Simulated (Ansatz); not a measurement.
# CH4ClISi: up Jacob's ladder to CCSD(T)

An exercise on one series of results from a longer session: the logs are not shown, and one member is left open.

The runs use Ansatz 0.2.0, Gaussian basis; functionals in def2-TZVPP, the program's frozen cores in correlated methods.

The runs, in order: PBE-D4, r2SCAN-D4, PBE0-D4, B3LYP-D4, ωB97X-V, ωB97M-V, B2PLYP; CCSD(T)/def2-TZVPP; MP2/def2-QZVPP; extrapolation to the limit.

## Structure used throughout

All runs share one geometry, relaxed beforehand with PBE0-D4 in a triple-zeta def2 set. I takes the def2 core potential; no spin-orbit term is included.

SMILES `Cl[SiH2]CI`, 8 atoms, charge 0, spin multiplicity 1.

Atoms are counted from 1 here; the program's logs count them from 0.

Bond lengths: Cl1–Si2 2.049 Å, Si2–C3 1.866 Å, Si2–H5 1.479 Å, Si2–H6 1.485 Å, C3–I4 2.137 Å, C3–H7 1.090 Å, C3–H8 1.089 Å. Angles: Cl1–Si2–C3 109.8°, Cl1–Si2–H5 108.9°, Cl1–Si2–H6 107.6°, C3–Si2–H5 110.4°, C3–Si2–H6 109.2°, H5–Si2–H6 110.8°, Si2–C3–I4 111.1°, Si2–C3–H7 111.2°, Si2–C3–H8 112.3°, I4–C3–H7 106.4°, I4–C3–H8 106.6°, H7–C3–H8 109.1°.

Set-up of the first run:

Contents of in.yaml:

```yaml
crystal:
  periodic: [false, false, false]
  atoms:
    - {symbol: Cl, position_ang: [-2.319655, -0.358672, 0.548184]}
    - {symbol: Si, position_ang: [-0.698502, 0.424501, -0.430493]}
    - {symbol: C, position_ang: [0.854161, -0.459080, 0.109724]}
    - {symbol: I, position_ang: [1.264606, -0.099506, 2.175714]}
    - {symbol: H, position_ang: [-0.605100, 1.868310, -0.122704]}
    - {symbol: H, position_ang: [-0.904074, 0.207520, -1.884609]}
    - {symbol: H, position_ang: [1.723314, -0.101078, -0.443005]}
    - {symbol: H, position_ang: [0.777449, -1.539096, -0.008712]}
basis:
  gaussian: {orbitals: def2-TZVPP}
hamiltonian: {xc: pbe, dispersion: d4}
output: {forces: true, orbitals: {seedname: orbitals}}
```

Launch:

```sh
$ ansatz run in.yaml --threads 4 --pin off --events-out ev --progress --plain --max-ram 10444MiB
```

Steps of the session up to this table: PBE-D4 (GGA); r2SCAN-D4 (meta-GGA); PBE0-D4 (hybrid); B3LYP-D4 (hybrid); ωB97X-V (range-separated); ωB97M-V (range-separated); B2PLYP (double hybrid); CCSD(T) in def2-TZVPP; MP2 in def2-QZVPP.

One table of the session follows, with a row left open; its other results are not shown here.

```
            method  atomisation energy (eV)
            PBE-D4                   26.188
         r2SCAN-D4                   26.034
           PBE0-D4                   25.957
          B3LYP-D4                   25.798
           ωB97X-V                   26.068
           ωB97M-V                   25.987
            B2PLYP                   25.535
     HF/def2-TZVPP                   19.259
    MP2/def2-TZVPP                   25.732
   CCSD/def2-TZVPP                   24.920
CCSD(T)/def2-TZVPP                        ?
           MP2/CBS                   26.546
       CCSD(T)/CBS                   26.140
```

Q: Estimate the row for CCSD(T)/def2-TZVPP from the others.

The run gave: atomisation energy (eV): 25.327. In the column «atomisation energy (eV)» it lies between CCSD/def2-TZVPP (24.920) and B2PLYP (25.535).

To keep in mind: Free atoms (1 Cl, 1 Si, 1 C, 1 I, 4 H) were run apart at each level; the atomisation energy is their sum less the molecule, without zero-point or spin-orbit terms.
